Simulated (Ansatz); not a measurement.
The system is GaGe.

```
Ge Ga
1.0
     0.00000    2.89784    2.89784
     2.89784    0.00000    2.89784
     2.89784    2.89784    0.00000
Ge Ga
1 1
Direct
  0.00000 0.00000 0.00000
  0.25000 0.25000 0.25000
```

The cell comes from a database or a generator and needn't be the stable form of this composition.

| Property | Result |
| --- | --- |
| Program | Ansatz 0.2.0 |
| Task | relaxation of cell and atoms |
| Functional | HSEsol |
| Potentials or basis | Ansatz PAW |
| Cutoff | 420 eV (not typed: the program's choice for these potentials) |
| k mesh | 4 × 4 × 4 |
| Occupations | fermi-dirac, width 0.05 eV |
| Spin | no spin polarisation |

At the start: volume 24.33 Å³/atom.

Task: Where does the relaxation end?

Result: It ends after 5 steps and the volume is 22.80 Å³/atom (-6.3 %); space group F-43m (No. 216, to 0.05 Å).

The path:
| step | energy change (eV) | largest force (eV/Å) | volume (Å³) |
| --- | --- | --- | --- |
| 1 | 0.0000 | 0.0000 | 48.67 |
| 2 | -0.0362 | 0.0000 | 46.10 |
| 3 | -0.0374 | 0.0000 | 45.54 |
| 4 | -0.0374 | 0.0000 | 45.61 |
| 5 | -0.0362 | 0.0000 | 45.61 |

Final structure:
```cif
data_structure
_symmetry_space_group_name_H-M 'P 1'
_symmetry_Int_Tables_number 1
_cell_length_a 4.0103
_cell_length_b 4.0103
_cell_length_c 4.0103
_cell_angle_alpha 60.000
_cell_angle_beta 60.000
_cell_angle_gamma 60.000
_cell_volume 45.61
loop_
_atom_site_label
_atom_site_type_symbol
_atom_site_fract_x
_atom_site_fract_y
_atom_site_fract_z
_atom_site_occupancy
Ge1 Ge 0.00000 0.00000 0.00000 1
Ga1 Ga 0.25000 0.25000 0.25000 1
```

Caveat: the k mesh is coarse (spacing up to 0.47 Å⁻¹), so the values aren't converged, least of all with exact exchange; the plane-wave basis is chosen anew once the cell has moved, so the energies of steps on either side of that aren't comparable; the PAW data sets come from PBE, with cores solved anew for the run's functional, which leaves a small shift of forces and pressure.
